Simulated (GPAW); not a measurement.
The system is NbSi.

```xyz
2
Lattice="3.1564 0.0000 0.0000 0.0000 3.1564 0.0000 0.0000 0.0000 3.1564" Properties=species:S:1:pos:R:3 pbc="T T T"
Nb    0.0000    0.0000    0.0000
Si    1.5782    1.5782    1.5782
```

The cell was built by a generator and needn't be a form met in nature.

```yaml
Program: GPAW 26.7.0
Task: relaxation of cell and atoms
Functional: LDA
Potentials_or_basis: the program's PAW data sets (release 1.2.1) made for this functional
Cutoff: 600 eV
Basis: pw
k_mesh: 8 × 8 × 8
Occupations: fermi-dirac, width 0.05 eV
Spin: no spin polarisation
```

At the start: pressure -8.2 GPa; volume 15.72 Å³/atom.

Q: Where does the relaxation end?

A: Over 4 steps the energy falls by 19.6 meV/atom and the volume is 14.99 Å³/atom (-4.6 %); space group Pm-3m (No. 221, to 0.05 Å).

The path:
| step | energy change (eV) | largest force (eV/Å) | pressure (GPa) | volume (Å³) |
| --- | --- | --- | --- | --- |
| 1 | 0.0000 | 0.0000 | -8.22 | 31.45 |
| 2 | -0.0231 | 0.0000 | -5.44 | 30.91 |
| 3 | -0.0391 | 0.0000 | 0.34 | 29.93 |
| 4 | -0.0391 | 0.0000 | -0.01 | 29.99 |

Final structure:
```xyz
2
Lattice="3.1068 0.0000 0.0000 0.0000 3.1068 0.0000 0.0000 0.0000 3.1068" Properties=species:S:1:pos:R:3 pbc="T T T"
Nb    0.0000    0.0000    0.0000
Si    1.5534    1.5534    1.5534
```

Caveat: later steps reuse the first step's grids.
